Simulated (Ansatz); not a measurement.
# MgBr+ (triplet): wave-function methods side by side at distance Br1–Mg2 = 5.274 Å, cc-pVDZ

How much of the correlation energy of MgBr+ (triplet) does each wave-function method recover here?

Computed with Ansatz 0.2.0, Gaussian basis. Level: cc-pVDZ, core rule «outside noble gas», up to 19 orbitals frozen.

To be run: UHF; CCSD(T) on ROHF; CCSD(T) on UHF; BCCD(T) on ROHF; CISD; CCSDT(Q) on ROHF; CCSDT(Q) on UHF; CASSCF and MRCISD+Q, 4 electrons in 4 orbitals; CASSCF and NEVPT2, 4 electrons in 4 orbitals.

47 further runs of the same task are left out: 22 for a known fault of the program, 2 for a mislabelled method, 19 that didn't finish, 4 set aside as unsound or not needed.

### 1 The system

The geometry derives from a PBE0/def2-TZVP stationary point (not a proven minimum). One bond is set to the value named and the two fragments are kept rigid. No spin-orbit coupling is included. The filled d shell of Br may be among the frozen orbitals whatever the setting's name suggests; the logs give the count.

2 atoms, charge 1, spin multiplicity 3.

Atoms are counted from 1 here; the program's logs count them from 0.

No contacts short enough for the rule that draws bonds.

### 2 UHF

in.yaml reads:

```yaml
crystal:
  periodic: [false, false, false]
  atoms:
    - {symbol: Br, position_ang: [0.000000, 0.000000, 0.000000]}
    - {symbol: Mg, position_ang: [0.000000, 0.000000, 5.274000]}
basis:
  gaussian: {orbitals: cc-pVDZ}
total_charge: 1
magnetization: {spin_polarized: true, initial_magnetization: 2}
hamiltonian: {xc: hf}
output: {orbitals: {seedname: orbitals}}
```

Command:

```
ansatz run in.yaml --threads 1 --pin off --events-out ev --progress --plain --max-ram 2393MiB
```

After this run come: CCSD(T) on ROHF; CCSD(T) on UHF; BCCD(T) on ROHF; CISD; CCSDT(Q) on ROHF; CCSDT(Q) on UHF; CASSCF and MRCISD+Q, 4 electrons in 4 orbitals; CASSCF and NEVPT2, 4 electrons in 4 orbitals.

**Question.** What will the summary of the whole plan be? Wanted: UCCSDT(Q) below the RHF energy; RMP2 from UCCSDT(Q); UMP2 from UCCSDT(Q); RCCSD from UCCSDT(Q); RCCSD(T) from UCCSDT(Q); UCCSD(T) from UCCSDT(Q); RCCSDT(Q) from UCCSDT(Q); NEVPT2 pair from UCCSDT(Q); MRCISD+Q pair from UCCSDT(Q).

As calculated:

```
                         quantity                                                                                value
   UCCSDT(Q) below the RHF energy                                                                           -3.0355 eV
              RMP2 from UCCSDT(Q)                                                                       +9.38 kcal/mol
              UMP2 from UCCSDT(Q)                                                                       +9.67 kcal/mol
             RCCSD from UCCSDT(Q)                                                                       +0.86 kcal/mol
          RCCSD(T) from UCCSDT(Q)                                                                       +0.28 kcal/mol
          UCCSD(T) from UCCSDT(Q)                                                                       +0.19 kcal/mol
         RCCSDT(Q) from UCCSDT(Q)                                                                       +0.08 kcal/mol
       NEVPT2 pair from UCCSDT(Q)                                                                       +8.46 kcal/mol
     MRCISD+Q pair from UCCSDT(Q)                                                                       -0.35 kcal/mol
levels within 1 kcal/mol (43 meV)  RCCSD, UCCSD, RCCSD(T), UCCSD(T), BCCD(T), RCCSDT, UCCSDT, RCCSDT(Q), MRCISD+Q pair
                    T1 diagnostic                                                                                0.010
```

In words: RCCSD(T) misses by +0.28 kcal/mol, 0.4 % of the correlation energy. Of the multireference levels listed MRCISD+Q pair comes nearest in total energy (-0.35 kcal/mol), which doesn't show that its space is the better one. These misses are within one basis, not against nature; the frozen cores of restricted and unrestricted runs differ, which can shift their rows.
